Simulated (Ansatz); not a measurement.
# FH4NOSn: how energies converge with the basis set

How large a basis does FH4NOSn need? Two functionals are run in growing sets.

The runs use Ansatz 0.2.0, Gaussian basis; one geometry, several basis sets.

The runs, in order: PBE0-D4/def2-SVP; ωB97M-V/def2-SVP; PBE0-D4/def2-QZVPP; ωB97M-V/def2-QZVPP; the functionals' def2-TZVPP values are taken from earlier runs.

## Step 1: The geometry

All runs share one geometry, relaxed beforehand with PBE0-D4 in a triple-zeta def2 set. Sn takes the def2 core potential; no spin-orbit term is included.

SMILES `[NH2][SnH]([OH])[F]`, 8 atoms, charge 0, spin multiplicity 1.

Atoms are counted from 1 here; the program's logs count them from 0.

Bond lengths: N1–Sn2 1.992 Å, N1–H5 1.011 Å, N1–H6 1.011 Å, Sn2–O3 1.945 Å, Sn2–F4 1.930 Å, Sn2–H7 1.694 Å, O3–H8 0.961 Å. Angles: Sn2–N1–H5 115.5°, Sn2–N1–H6 113.7°, H5–N1–H6 109.0°, N1–Sn2–O3 105.0°, N1–Sn2–F4 112.5°, N1–Sn2–H7 114.5°, O3–Sn2–F4 102.4°, O3–Sn2–H7 115.6°, F4–Sn2–H7 106.4°, Sn2–O3–H8 112.0°.

Geometry (Å):

```xyz
8

N    -0.66724    1.41087    0.04647
Sn    0.30389   -0.29273    0.39671
O     1.32998   -0.63060   -1.22095
F    -0.87838   -1.81720    0.46219
H    -1.31626    1.69740    0.76645
H    -1.13718    1.43516   -0.84877
H     1.18783   -0.31191    1.84185
H     1.26937   -1.54819   -1.49985
```

## Step 2: PBE0-D4 in def2-SVP

The input, in.yaml:

```yaml
crystal:
  periodic: [false, false, false]
  atoms:
    - {symbol: N, position_ang: [-0.667236, 1.410874, 0.046466]}
    - {symbol: Sn, position_ang: [0.303887, -0.292733, 0.396712]}
    - {symbol: O, position_ang: [1.329978, -0.630605, -1.220954]}
    - {symbol: F, position_ang: [-0.878381, -1.817201, 0.462193]}
    - {symbol: H, position_ang: [-1.316262, 1.697403, 0.766445]}
    - {symbol: H, position_ang: [-1.137182, 1.435158, -0.848771]}
    - {symbol: H, position_ang: [1.187829, -0.311908, 1.841854]}
    - {symbol: H, position_ang: [1.269368, -1.548188, -1.499845]}
basis:
  gaussian: {orbitals: def2-SVP}
hamiltonian: {xc: pbe0, dispersion: d4}
output: {orbitals: {seedname: orbitals}}
```

Started as:

```bash
$ ansatz run in.yaml --threads 2 --pin off --events-out ev --progress --plain --max-ram 4352MiB
```

The runs that follow: ωB97M-V in def2-SVP; PBE0-D4 in def2-QZVPP; ωB97M-V in def2-QZVPP.

**Question.** What will the summary of the whole plan be? Wanted: PBE0-D4: double and triple zeta above quadruple; ωB97M-V: double and triple zeta above quadruple.

**Answer**, as computed:

```
                                       quantity          value
PBE0-D4: double and triple zeta above quadruple  9.10, 0.47 eV
ωB97M-V: double and triple zeta above quadruple  9.31, 0.45 eV
```

In words: PBE0-D4 gains 8.64 eV from double to triple zeta, then 0.47 eV more. Total energies overstate the basis error of differences, where much of it tends to cancel. The LUMO of ωB97M-V is positive and keeps falling with the basis (1.59 to 0.79 eV): an unbound level that the basis holds in place.
